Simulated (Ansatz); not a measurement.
# CCl₂FGeNO: a ladder of functionals and wavefunction methods

The task here is to estimate one member of a computed series from the others.

Program: Ansatz 0.2.0, Gaussian basis. Level of theory: functionals in def2-TZVPP, the program's frozen cores in correlated methods. These are calculated values, not measurements.

Levels to be run: LDA (SPW92), PBE-D4, revPBE-D4, BLYP-D4, r2SCAN-D4, B97M-V, PBE0-D4, B3LYP-D4, r2SCANh-D4, r2SCAN0-D4, HSE06-D4, BHLYP-D4, CAM-B3LYP-D4, LC-ωPBE, ωB97X-V, ωB97M-V, B2PLYP, PBE-QIDH; CCSD(T)/def2-SVP; CCSD(T)/def2-TZVPP; MP2/def2-QZVPP; extrapolation to the limit; RPA on PBE.

## Structure used throughout

The geometry comes from an earlier relaxation with PBE0-D4 in a triple-zeta def2 set; it is a stationary point, not always the lowest conformer.

7 atoms, charge 0, spin multiplicity 1.

Atoms are counted from 1 here; the program's logs count them from 0.

Bond lengths: O1–C2 1.158 Å, C2–N3 1.207 Å, N3–Ge4 1.793 Å, Ge4–F5 1.706 Å, Ge4–Cl6 2.108 Å, Ge4–Cl7 2.108 Å. Angles: O1–C2–N3 175.8°, C2–N3–Ge4 136.7°, N3–Ge4–F5 105.7°, N3–Ge4–Cl6 111.8°, N3–Ge4–Cl7 111.8°, F5–Ge4–Cl6 108.1°, F5–Ge4–Cl7 108.1°, Cl6–Ge4–Cl7 111.2°.

As a file:

```
O    -2.2604    1.2973    1.3800
C    -1.5989    0.6087    0.7255
N    -0.9831   -0.1523    0.0188
Ge    0.7316   -0.4115   -0.4366
F     0.7271   -1.7325   -1.5167
Cl    1.9122   -0.9339    1.2297
Cl    1.5328    1.2562   -1.4465
```

The first run:

File in.yaml:

```yaml
crystal:
  periodic: [false, false, false]
  atoms:
    - {symbol: O, position_ang: [-2.260434, 1.297316, 1.380033]}
    - {symbol: C, position_ang: [-1.598896, 0.608669, 0.725544]}
    - {symbol: N, position_ang: [-0.983129, -0.152316, 0.018758]}
    - {symbol: Ge, position_ang: [0.731597, -0.411500, -0.436554]}
    - {symbol: F, position_ang: [0.727100, -1.732471, -1.516743]}
    - {symbol: Cl, position_ang: [1.912191, -0.933923, 1.229697]}
    - {symbol: Cl, position_ang: [1.532770, 1.256226, -1.446534]}
basis:
  gaussian: {orbitals: def2-TZVPP}
hamiltonian: {xc: lda}
output: {orbitals: {seedname: orbitals}}
```

The run is started by

```sh
> ansatz run in.yaml --threads 2 --pin off --events-out ev --progress --plain --max-ram 32768MiB --backend cpu
```

Among the steps run: LDA; PBE-D4 (GGA); revPBE-D4 (GGA); BLYP-D4 (GGA); r2SCAN-D4 (meta-GGA); B97M-V (meta-GGA); PBE0-D4 (hybrid); B3LYP-D4 (hybrid); r2SCANh-D4 (hybrid); r2SCAN0-D4 (hybrid); HSE06-D4 (hybrid); BHLYP-D4 (hybrid); CAM-B3LYP-D4 (range-separated); LC-ωPBE (range-separated); ωB97X-V (range-separated); ωB97M-V (range-separated); B2PLYP (double hybrid); PBE-QIDH (double hybrid).

One table of the session follows, with a row left open; its other results are not shown here.

It belongs to the step «Orbital energies across the functionals». 

| functional | HOMO (eV) | LUMO (eV) | gap (eV) |
| --- | --- | --- | --- |
| LDA (SPW92) | -8.28 | -3.16 | 5.12 |
| PBE-D4 | -8.05 | -2.82 | 5.23 |
| revPBE-D4 | -7.97 | -2.70 | 5.27 |
| BLYP-D4 | -7.90 | -2.76 | 5.13 |
| r2SCAN-D4 | -8.41 | -2.57 | 5.84 |
| B97M-V | -8.42 | -2.44 | 5.98 |
| PBE0-D4 | -9.51 | -1.81 | 7.70 |
| B3LYP-D4 | -9.23 | -2.13 | 7.10 |
| r2SCANh-D4 | -8.95 | -2.21 | 6.74 |
| r2SCAN0-D4 | -9.76 | -1.66 | 8.10 |
| HSE06-D4 | -9.11 | -2.18 | 6.93 |
| BHLYP-D4 | -10.84 | -0.71 | 10.13 |
| CAM-B3LYP-D4 | ? | ? | ? |
| LC-ωPBE | -12.25 | 0.56 | 12.81 |
| ωB97X-V | -11.86 | 0.49 | 12.35 |
| ωB97M-V | -11.74 | 0.35 | 12.09 |

Estimate the missing values for CAM-B3LYP-D4.

The run gave: HOMO (eV): -10.88; LUMO (eV): -0.74; gap (eV): 10.14. In the column «HOMO (eV)» it lies between ωB97M-V (-11.74) and BHLYP-D4 (-10.84).
